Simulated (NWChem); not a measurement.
# U-wB97X/SBKJC-VDZ (core potential) run of BHClO (SMILES O[B]Cl)

What is the electronic atomisation energy of BHClO at U-wB97X/SBKJC-VDZ (core potential)? 

Program for the calculation: NWChem 7.3.0.

**1. The structure to begin with**

BHClO has 4 atoms, charge 0, and is taken as a doublet. As SMILES, `O[B]Cl`. The coordinates come from a PBE0-D4/def2-TZVP relaxation.

Bond lengths: O1–B2 1.334 Å, B2–Cl3 1.740 Å, O1–H4 0.961 Å. Angles: O1–B2–Cl3 122.2°, B2–O1–H4 113.5°.

**2. A single-point energy at U-wB97X/SBKJC-VDZ (core potential) (run 1)**

File bclho.nw:

```
start bclho
memory 2200 mb

geometry noautosym nocenter noautoz
  O     0.545600    0.191100   -0.589300
  B    -0.429900    0.065600    0.312600
  Cl   -0.557200   -1.323200    1.352900
  H     0.497000    1.006200   -1.096500
end

basis spherical bse
  * library SBKJC-VDZ
end

ecp bse
  O library SBKJC-VDZ
  B library SBKJC-VDZ
  Cl library SBKJC-VDZ
end

dft
  xc wb97x
  mult 2
  grid fine
  convergence energy 1e-08
  maxiter 100
  mulliken
  print low
end

task dft energy
```

On the command line:

```sh
nwchem bclho.nw > bclho.out
```

Log:

```text
[...]
 d= 0,ls=0.0,diis     1    -34.1621910486 -6.11D+01  2.50D-02  9.73D-02     0.7
[...]
 d= 0,ls=0.0,diis    11    -34.2349172785 -2.61D-09  1.68D-06  3.51D-10     5.9
[...]
         Total DFT energy =      -34.234917278494
      One electron energy =     -108.445811392447
           Coulomb energy =       55.067090078130
    Exchange-Corr. energy =       -7.788905669930
 Nuclear repulsion energy =       26.932709705751
[...]
      Total Density - Mulliken Population Analysis
     ---------------------------------------------
    Atom       Charge   Shell Charges
 -----------   ------   -------------------------------------------------------
    1 O    6     6.31   1.39  3.68  0.28  0.96
    2 B    3     3.12   0.98  1.68  0.31  0.14
    3 Cl   7     6.98   1.50  3.85  0.38  1.25
    4 H    1     0.60   0.43  0.16
[...]
      <S2> =      0.7527 (Exact =     0.7500)
[...]
```

It took 6.9 s on 1 thread of AMD EPYC 7R13 (Zen 3), shared host; peak memory 0.11 GiB.

**3. The B atom, same level (run 2)**

File geom.nw:

```
start geom
memory 2200 mb
charge 0

geometry units angstrom noautosym nocenter noautoz
 B        0.000000       0.000000       0.000000
end

basis spherical bse
 * library SBKJC-VDZ
end

ecp bse
 B library SBKJC-VDZ
end

dft
 xc wb97x
 mult 2
 grid fine
 convergence energy 1e-08
 maxiter 100
 mulliken
 print low
end

task dft energy
```

Run the same way, it converges to -2.59661 Eh (log not shown).

**4. The Cl atom, same level (run 3)**

File cl.nw:

```
start cl
memory stack 880 mb heap 220 mb global 1100 mb

geometry noautosym nocenter noautoz
Cl    0.000000    0.000000    0.000000
end

basis spherical bse
* library SBKJC-VDZ
end

ecp bse
Cl library SBKJC-VDZ
end

dft
xc wb97x
mult 2
grid fine
convergence energy 1e-08
iterations 100
mulliken
print low
end

task dft
```

Run the same way, it converges to -14.85713 Eh (log not shown).

Run 4 isn't shown in full; the table further down has it.

**5. The O atom, same level (run 5)**

File o.nw:

```
start o
title "O wB97X"
memory stack 880 mb heap 220 mb global 1100 mb
charge 0

geometry noautosym nocenter noautoz
 O        0.000000       0.000000       0.000000
end

basis spherical bse
 O library SBKJC-VDZ
end

ecp bse
 O library SBKJC-VDZ
end

dft
 xc wb97x
 mult 3
 grid fine
 convergence energy 1e-08
 maxiter 100
 mulliken
 print low
end

task dft energy
```

On the command line:

```sh
nwchem o.nw > o.out
```

Log:

```text
[...]
 d= 0,ls=0.0,diis     1    -15.7877311131 -1.58D+01  3.21D-02  6.47D-02     0.1
[...]
 d= 0,ls=0.0,diis    10    -15.8125927840  3.35D-10  4.83D-09  7.72D-12     0.7
[...]
         Total DFT energy =      -15.812592784015
      One electron energy =      -26.224844777506
           Coulomb energy =       13.797906510123
    Exchange-Corr. energy =       -3.385654516632
 Nuclear repulsion energy =        0.000000000000
[...]
      Total Density - Mulliken Population Analysis
     ---------------------------------------------
    Atom       Charge   Shell Charges
 -----------   ------   -------------------------------------------------------
    1 O    6     6.00   1.48  3.13  0.52  0.87
     --------------------------------------------
      Spin Density - Mulliken Population Analysis
     --------------------------------------------
    Atom       Charge   Shell Charges
 -----------   ------   -------------------------------------------------------
    1 O    6     2.00   0.04  1.65 -0.04  0.35
[...]
      <S2> =      2.0019 (Exact =     2.0000)
[...]
```

Run time: 1.7 s. Hardware: 1 thread of AMD EPYC 7R13 (Zen 3), shared host; peak memory 0.1 GiB.

**6. Overview of the runs**

```csv
run,level,core potential,partner,energy (Eh),⟨S²⟩,wall time
1,U-wB97X/SBKJC-VDZ (core potential),SBKJC-VDZ,base,-34.234917,0.753,6.9 s
2,U-wB97X/SBKJC-VDZ (core potential),SBKJC-VDZ,atoms,-2.596608,0.750,2.2 s
3,U-wB97X/SBKJC-VDZ (core potential),SBKJC-VDZ,atoms,-14.857131,0.750,1.9 s
4,U-wB97X/SBKJC-VDZ,–,atoms,-0.496522,0.750,1.2 s
5,U-wB97X/SBKJC-VDZ (core potential),SBKJC-VDZ,atoms,-15.812593,2.002,1.7 s
```

**7. Results**

Level: U-wB97X/SBKJC-VDZ (core potential).

```
                     quantity         value
         O atom: total energy  -15.81259 Eh
                 O atom: ⟨S²⟩         2.002
electronic atomisation energy     12.846 eV
```

What this shows: Taking the molecule apart into free atoms costs 12.85 eV (1239 kJ/mol), before zero-point energy and without spin-orbit coupling. The basis has no polarisation functions, which makes bonds too weak. All runs together took 14 s, the longest 6.9 s.
